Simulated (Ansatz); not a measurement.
# PtSe2: an axial (c/a) deformation path

The task here is to estimate one member of a computed series from the others.

The COD entry's cell or inner coordinates are ideal or old and differ from later refinements, so a difference from it is no clean test against experiment.

Computed with Ansatz 0.2.0 (DFT PBEsol, scalar-relativistic, plane waves, PAW, unless a step's input says otherwise).

1 further run of the same task is left out (set aside as unsound or not needed).

### The structure to begin with

The structure is trigonal, space group P-3m1 (No. 164). Conventional cell: a = 3.724 Å, b = 3.724 Å, c = 5.062 Å, α = 90.00°, β = 90.00°, γ = 120.00°. Around Pt (site symmetry -3m) lie 6 Se at 2.49 Å. Se (site symmetry 3m) is surrounded by 3 Pt at 2.49 Å.

Coordinates:

```cif
data_structure
_symmetry_space_group_name_H-M 'P-3m1'
_symmetry_Int_Tables_number 164
_cell_length_a 3.7240
_cell_length_b 3.7240
_cell_length_c 5.0620
_cell_angle_alpha 90.000
_cell_angle_beta 90.000
_cell_angle_gamma 120.000
_cell_volume 60.80
loop_
_atom_site_label
_atom_site_type_symbol
_atom_site_symmetry_multiplicity
_atom_site_Wyckoff_symbol
_atom_site_fract_x
_atom_site_fract_y
_atom_site_fract_z
_atom_site_occupancy
Pt1 Pt 1 a 0.00000 0.00000 0.00000 1
Se1 Se 2 d 0.33333 0.66667 0.25000 1
```

No relaxation comes first: the listed cell is the starting point.

The first run:

The input, input.yaml:

```yaml
crystal:
  lattice:
    - [3.7240006046, 0.0, 0.0]
    - [-1.8620003023, 3.2250791273, 0.0]
    - [0.0, 0.0, 5.062]
  atoms:
    - { symbol: Pt, position: [0.0, 0.0, 0.0] }
    - { symbol: Se, position: [0.3333333333, 0.6666666667, 0.25] }
    - { symbol: Se, position: [0.6666666667, 0.3333333333, 0.75] }
basis:
  ecutwfc: 420
kpoints:
  mp_grid: { grid: [18, 18, 10] }
hamiltonian:
  xc: pbesol
scf:
  occupations: { method: gaussian, width: 0.15 }
output:
  forces: true
  stress: true
  eigenvalues: true
```

Among the steps run: Zero of the scan; ρ = 0.850; Point ρ = 1.200; ρ = 0.920; At ρ = 1.100.

One of the session's tables, all rows but one given; the rest of the session is left out.

```
    ρ  ΔE (meV/atom)  pressure (GPa)
0.850           46.5            -3.3
0.920              ?               ?
1.000            0.0             2.1
1.100           33.7             5.0
1.200           98.7             7.0
```

Estimate the missing values for ρ = 0.920.

Worked estimate for «ΔE (meV/atom)». A straight line through the neighbours (0.850, 46.5) and (1.000, 0.0) gives 46.5 + (0.0 − 46.5) × (0.920 − 0.850) / (1.000 − 0.850) = 24.8; a parabola fitted to 3 rows on both sides gives 10.3.

The run gave: ΔE (meV/atom): 6.8; pressure (GPa): -0.7. In «ΔE (meV/atom)» the line misses by +18.0 and the parabola by +3.5.

Limits of these values: Layers here are held mostly by dispersion, which this level lacks, so their spacing and the stiffness across them are unreliable there.
